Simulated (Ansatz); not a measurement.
# C₆H₁₀O₂: up Jacob's ladder to CCSD(T)

The task here is to estimate one member of a computed series from the others.

Computed with Ansatz 0.2.0, Gaussian basis. Level: functionals in def2-TZVPP, the program's frozen cores in correlated methods.

Plan: PBE-D4, r2SCAN-D4, PBE0-D4, B3LYP-D4, ωB97X-V, ωB97M-V, B2PLYP; CCSD(T)/def2-TZVPP; MP2/def2-QZVPP; extrapolation to the limit.

## The relaxed structure

An earlier PBE0-D4 in a triple-zeta def2 set relaxation fixed the geometry.

SMILES `CC(=O)C(C)C(C)=O`, 18 atoms, charge 0, spin multiplicity 1.

Atoms are counted from 1 here; the program's logs count them from 0.

Bond lengths: C1–C2 1.498 Å, C1–H9 1.088 Å, C1–H10 1.093 Å, C1–H11 1.095 Å, C2–O3 1.205 Å, C2–C4 1.531 Å, C4–C5 1.518 Å, C4–C6 1.531 Å, C4–H12 1.093 Å, C5–H13 1.092 Å, C5–H14 1.092 Å, C5–H15 1.090 Å, C6–C7 1.500 Å, C6–O8 1.206 Å, C7–H16 1.093 Å, C7–H17 1.088 Å, C7–H18 1.093 Å. Angles: C2–C1–H9 110.5°, C2–C1–H10 110.2°, C2–C1–H11 108.9°, H9–C1–H10 111.0°, H9–C1–H11 109.4°, H10–C1–H11 106.7°, C1–C2–O3 123.2°, C1–C2–C4 115.8°, O3–C2–C4 121.0°, C2–C4–C5 111.7°, C2–C4–C6 105.2°, C2–C4–H12 108.1°, C5–C4–C6 114.5°, C5–C4–H12 111.7°, C6–C4–H12 105.1°, C4–C5–H13 111.1°, C4–C5–H14 110.1°, C4–C5–H15 111.1° and more.

Geometry (Å):

```
C    -1.17025    1.50567   -1.51626
C     0.04671    0.99273   -0.80914
O     0.97949    1.69423   -0.50926
C     0.03050   -0.49501   -0.44733
C     1.43030   -1.08116   -0.41858
C    -0.71914   -0.57553    0.88465
C     0.08561   -0.39185    2.13684
O    -1.91401   -0.73668    0.90006
H    -1.16143    2.59352   -1.54903
H    -2.07480    1.13509   -1.02720
H    -1.17949    1.11062   -2.53712
H    -0.60895   -1.01247   -1.16640
H     1.41666   -2.11482   -0.06728
H     1.86093   -1.07209   -1.42152
H     2.08790   -0.49530    0.22287
H     0.74737   -1.24939    2.28548
H    -0.58305   -0.29774    2.99004
H     0.72566    0.49017    2.04920
```

The first run:

Input file in.yaml:

```yaml
crystal:
  periodic: [false, false, false]
  atoms:
    - {symbol: C, position_ang: [-1.170253, 1.505671, -1.516259]}
    - {symbol: C, position_ang: [0.046710, 0.992728, -0.809139]}
    - {symbol: O, position_ang: [0.979485, 1.694227, -0.509259]}
    - {symbol: C, position_ang: [0.030501, -0.495011, -0.447334]}
    - {symbol: C, position_ang: [1.430300, -1.081159, -0.418583]}
    - {symbol: C, position_ang: [-0.719144, -0.575527, 0.884655]}
    - {symbol: C, position_ang: [0.085615, -0.391847, 2.136844]}
    - {symbol: O, position_ang: [-1.914007, -0.736679, 0.900056]}
    - {symbol: H, position_ang: [-1.161434, 2.593521, -1.549025]}
    - {symbol: H, position_ang: [-2.074802, 1.135092, -1.027199]}
    - {symbol: H, position_ang: [-1.179489, 1.110623, -2.537119]}
    - {symbol: H, position_ang: [-0.608946, -1.012471, -1.166400]}
    - {symbol: H, position_ang: [1.416663, -2.114822, -0.067283]}
    - {symbol: H, position_ang: [1.860927, -1.072093, -1.421525]}
    - {symbol: H, position_ang: [2.087897, -0.495300, 0.222870]}
    - {symbol: H, position_ang: [0.747374, -1.249392, 2.285476]}
    - {symbol: H, position_ang: [-0.583049, -0.297740, 2.990035]}
    - {symbol: H, position_ang: [0.725664, 0.490166, 2.049197]}
basis:
  gaussian: {orbitals: def2-TZVPP}
hamiltonian: {xc: pbe, dispersion: d4}
output: {forces: true, orbitals: {seedname: orbitals}}
```

Run with:

```console
$ ansatz run in.yaml --threads 2 --pin off --events-out ev --progress --plain --max-ram 32768MiB --backend cuda --devices 0, --max-vram 18GiB
```

Among the steps run: PBE-D4 (GGA); r2SCAN-D4 (meta-GGA); PBE0-D4 (hybrid); B3LYP-D4 (hybrid); ωB97X-V (range-separated); ωB97M-V (range-separated); B2PLYP (double hybrid); CCSD(T) in def2-TZVPP; MP2 in def2-QZVPP.

One of the session's tables, all rows but one given; the rest of the session is left out.

```
            method  atomisation energy (kJ/mol)
            PBE-D4                       7905.1
         r2SCAN-D4                       7711.8
           PBE0-D4                       7738.3
          B3LYP-D4                       7675.5
           ωB97X-V                       7686.6
           ωB97M-V                       7697.9
            B2PLYP                       7602.6
     HF/def2-TZVPP                       5589.0
    MP2/def2-TZVPP                       7643.4
   CCSD/def2-TZVPP                       7360.3
CCSD(T)/def2-TZVPP                            ?
           MP2/CBS                       7820.8
       CCSD(T)/CBS                       7663.5
```

Estimate the missing values for CCSD(T)/def2-TZVPP.

As computed: atomisation energy (kJ/mol): 7486.1. In the column «atomisation energy (kJ/mol)» it lies between CCSD/def2-TZVPP (7360.3) and B2PLYP (7602.6).

Caveats from the session: Free atoms (6 C, 2 O, 10 H) were run apart at each level; the atomisation energy is their sum less the molecule, without zero-point or spin-orbit terms.
